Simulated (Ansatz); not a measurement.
**C₃H₉CdNO: taking an electron away**

One table from this session's results is given with a row withheld; the runs are named, their logs left out.

Program: Ansatz 0.2.0, Gaussian basis. Level of theory: unrestricted cation, the program's frozen cores in correlated methods. These are calculated values, not measurements.

Levels to be run: UKS PBE-D4/def2-TZVPP; UKS r2SCAN-D4/def2-TZVPP; UKS PBE0-D4/def2-TZVPP; UKS B3LYP-D4/def2-TZVPP; UKS wB97X-V/def2-TZVPP; UKS wB97M-V/def2-TZVPP; UKS B2PLYP/def2-TZVPP; UHF-CCSD(T)/def2-TZVPP; UHF-MP2/def2-QZVPP; extrapolation to the limit; then −ε(HOMO) from the neutral's earlier runs with LDA (SPW92), PBE-D4, revPBE-D4, BLYP-D4, r2SCAN-D4, B97M-V, PBE0-D4, B3LYP-D4, r2SCANh-D4, r2SCAN0-D4, HSE06-D4, BHLYP-D4, CAM-B3LYP-D4, LC-ωPBE, ωB97X-V, ωB97M-V.

## The geometry

The geometry comes from an earlier relaxation with PBE0-D4 in a triple-zeta def2 set; it is a stationary point, not always the lowest conformer. Cd takes the def2 core potential; no spin-orbit term is included.

SMILES `CC(C)[O][Cd][NH2]`, 15 atoms, charge 0, spin multiplicity 1.

Atoms are counted from 1 here; the program's logs count them from 0.

Bond lengths: C1–C2 1.520 Å, C1–H7 1.092 Å, C1–H8 1.099 Å, C1–H9 1.094 Å, C2–C3 1.520 Å, C2–O4 1.399 Å, C2–H10 1.102 Å, C3–H11 1.092 Å, C3–H12 1.094 Å, C3–H13 1.099 Å, O4–Cd5 1.973 Å, Cd5–N6 2.004 Å, N6–H14 1.014 Å, N6–H15 1.014 Å. Angles: C2–C1–H7 110.3°, C2–C1–H8 110.2°, C2–C1–H9 111.9°, H7–C1–H8 108.3°, H7–C1–H9 108.6°, H8–C1–H9 107.5°, C1–C2–C3 111.3°, C1–C2–O4 111.9°, C1–C2–H10 107.8°, C3–C2–O4 111.9°, C3–C2–H10 107.8°, O4–C2–H10 105.9°, C2–C3–H11 110.3°, C2–C3–H12 111.9°, C2–C3–H13 110.2°, H11–C3–H12 108.6°, H11–C3–H13 108.3°, H12–C3–H13 107.4° and more.

Set-up of the first run:

The input, in.yaml:

```yaml
crystal:
  periodic: [false, false, false]
  atoms:
    - {symbol: C, position_ang: [0.717711, 0.191542, 1.652163]}
    - {symbol: C, position_ang: [-0.572857, -0.404911, 1.115220]}
    - {symbol: C, position_ang: [-0.320156, -1.731482, 0.418140]}
    - {symbol: O, position_ang: [-1.259717, 0.494061, 0.292084]}
    - {symbol: Cd, position_ang: [-0.442552, 1.127378, -1.388441]}
    - {symbol: N, position_ang: [0.391850, 1.768487, -3.093878]}
    - {symbol: H, position_ang: [0.519448, 1.150140, 2.135479]}
    - {symbol: H, position_ang: [1.428343, 0.359809, 0.831463]}
    - {symbol: H, position_ang: [1.202832, -0.469626, 2.375631]}
    - {symbol: H, position_ang: [-1.237005, -0.596843, 1.972956]}
    - {symbol: H, position_ang: [-1.254682, -2.137135, 0.025828]}
    - {symbol: H, position_ang: [0.123647, -2.468935, 1.092740]}
    - {symbol: H, position_ang: [0.374713, -1.592813, -0.421373]}
    - {symbol: H, position_ang: [0.501563, 2.776232, -3.105702]}
    - {symbol: H, position_ang: [-0.173138, 1.534096, -3.902309]}
basis:
  gaussian: {orbitals: def2-TZVPP}
total_charge: 1
magnetization: {spin_polarized: true, initial_magnetization: 1}
hamiltonian: {xc: pbe, dispersion: d4}
```

Launch:

```console
ansatz run in.yaml --threads 2 --pin off --events-out ev --progress --plain --max-ram 32768MiB --backend cuda --devices 0, --max-vram 18GiB
```

Steps of the session up to this table: Cation, UKS PBE-D4/def2-TZVPP; Cation, UKS r2SCAN-D4/def2-TZVPP; Cation, UKS PBE0-D4/def2-TZVPP; Cation, UKS B3LYP-D4/def2-TZVPP; Cation, UKS wB97X-V/def2-TZVPP; Cation, UKS wB97M-V/def2-TZVPP; Cation, UKS B2PLYP (frozen core)/def2-TZVPP; Cation, UHF-CCSD(T)/def2-TZVPP; Cation, UHF-MP2/def2-QZVPP.

One of the session's tables, all rows but one given; the rest of the session is left out.

For comparison, −ε(HOMO) of the neutral from earlier runs:

| functional | −ε(HOMO) (eV) |
| --- | --- |
| LDA (SPW92) | 5.80 |
| PBE-D4 | ? |
| revPBE-D4 | 5.48 |
| BLYP-D4 | 5.48 |
| r2SCAN-D4 | 5.83 |
| B97M-V | 5.98 |
| PBE0-D4 | 7.04 |
| B3LYP-D4 | 6.82 |
| r2SCANh-D4 | 6.39 |
| r2SCAN0-D4 | 7.24 |
| HSE06-D4 | 6.64 |
| BHLYP-D4 | 8.31 |
| CAM-B3LYP-D4 | 8.49 |
| LC-ωPBE | 9.78 |
| ωB97X-V | 9.48 |
| ωB97M-V | 9.41 |

Estimate the missing values for PBE-D4.

The run gave: −ε(HOMO) (eV): 5.57. In the column «−ε(HOMO) (eV)» it lies between BLYP-D4 (5.48) and LDA (SPW92) (5.80).

Limits of these values: The cation may have settled in a state other than its lowest; no search over hole states beyond the program's own was made.
